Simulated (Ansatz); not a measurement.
# CH₃Br₂In: up Jacob's ladder to CCSD(T)

An exercise on one series of results from a longer session: the logs are not shown, and one member is left open.

Computed with Ansatz 0.2.0, Gaussian basis. Level: functionals in def2-TZVPP, the program's frozen cores in correlated methods.

Levels to be run: LDA (SPW92), PBE-D4, revPBE-D4, BLYP-D4, r2SCAN-D4, B97M-V, PBE0-D4, B3LYP-D4, r2SCANh-D4, r2SCAN0-D4, HSE06-D4, BHLYP-D4, CAM-B3LYP-D4, LC-ωPBE, ωB97X-V, ωB97M-V, B2PLYP, PBE-QIDH; CCSD(T)/def2-SVP; CCSD(T)/def2-TZVPP; MP2/def2-QZVPP; extrapolation to the limit; RPA on PBE.

**The relaxed structure**

An earlier PBE0-D4 in a triple-zeta def2 set relaxation fixed the geometry. In takes the def2 core potential; no spin-orbit term is included.

SMILES `[CH3][In]([Br])[Br]`, 7 atoms, charge 0, spin multiplicity 1.

Atoms are counted from 1 here; the program's logs count them from 0.

Bond lengths: C1–In2 2.130 Å, C1–H5 1.088 Å, C1–H6 1.089 Å, C1–H7 1.090 Å, In2–Br3 2.465 Å, In2–Br4 2.465 Å. Angles: In2–C1–H5 109.4°, In2–C1–H6 109.1°, In2–C1–H7 108.5°, H5–C1–H6 110.7°, H5–C1–H7 109.8°, H6–C1–H7 109.4°, C1–In2–Br3 123.7°, C1–In2–Br4 123.9°, Br3–In2–Br4 112.4°.

Set-up of the first run:

Input file in.yaml:

```yaml
crystal:
  periodic: [false, false, false]
  atoms:
    - {symbol: C, position_ang: [-0.142438, 1.142188, -0.054609]}
    - {symbol: In, position_ang: [0.111899, -0.969539, 0.051927]}
    - {symbol: Br, position_ang: [1.950649, -2.064622, 1.275482]}
    - {symbol: Br, position_ang: [-1.387566, -2.591290, -1.042422]}
    - {symbol: H, position_ang: [-1.175792, 1.368759, -0.310854]}
    - {symbol: H, position_ang: [0.120778, 1.582397, 0.905998]}
    - {symbol: H, position_ang: [0.522471, 1.532107, -0.825512]}
basis:
  gaussian: {orbitals: def2-TZVPP}
hamiltonian: {xc: lda}
output: {orbitals: {seedname: orbitals}}
```

Run with:

```bash
$ ansatz run in.yaml --threads 4 --pin off --events-out ev --progress --plain --max-ram 10444MiB
```

Among the steps run: LDA; PBE-D4 (GGA); revPBE-D4 (GGA); BLYP-D4 (GGA); r2SCAN-D4 (meta-GGA); B97M-V (meta-GGA); B3LYP-D4 (hybrid); r2SCANh-D4 (hybrid); r2SCAN0-D4 (hybrid); HSE06-D4 (hybrid); BHLYP-D4 (hybrid); CAM-B3LYP-D4 (range-separated); LC-ωPBE (range-separated); ωB97X-V (range-separated); ωB97M-V (range-separated); B2PLYP (double hybrid); PBE-QIDH (double hybrid).

One table of the session follows, with a row left open; its other results are not shown here.

It belongs to the step «Orbital energies across the functionals». 

| functional | HOMO (eV) | LUMO (eV) | gap (eV) |
| --- | --- | --- | --- |
| LDA (SPW92) | -7.07 | -2.91 | 4.16 |
| PBE-D4 | -6.90 | -2.61 | 4.29 |
| revPBE-D4 | -6.84 | -2.50 | 4.34 |
| BLYP-D4 | -6.72 | -2.57 | 4.15 |
| r2SCAN-D4 | -7.23 | -2.40 | 4.84 |
| B97M-V | -7.29 | -2.42 | 4.86 |
| PBE0-D4 | -8.15 | -1.77 | 6.37 |
| B3LYP-D4 | -7.89 | -2.07 | 5.82 |
| r2SCANh-D4 | -7.68 | -2.09 | 5.59 |
| r2SCAN0-D4 | -8.35 | -1.64 | 6.71 |
| HSE06-D4 | -7.75 | -2.14 | 5.62 |
| BHLYP-D4 | -9.19 | -0.95 | 8.24 |
| CAM-B3LYP-D4 | ? | ? | ? |
| LC-ωPBE | -10.78 | 0.33 | 11.11 |
| ωB97X-V | -10.42 | 0.18 | 10.60 |
| ωB97M-V | -10.29 | -0.06 | 10.23 |

Q: Estimate the row for CAM-B3LYP-D4 from the others.

The run gave: HOMO (eV): -9.42; LUMO (eV): -0.86; gap (eV): 8.56. In the column «HOMO (eV)» it lies between ωB97M-V (-10.29) and BHLYP-D4 (-9.19).
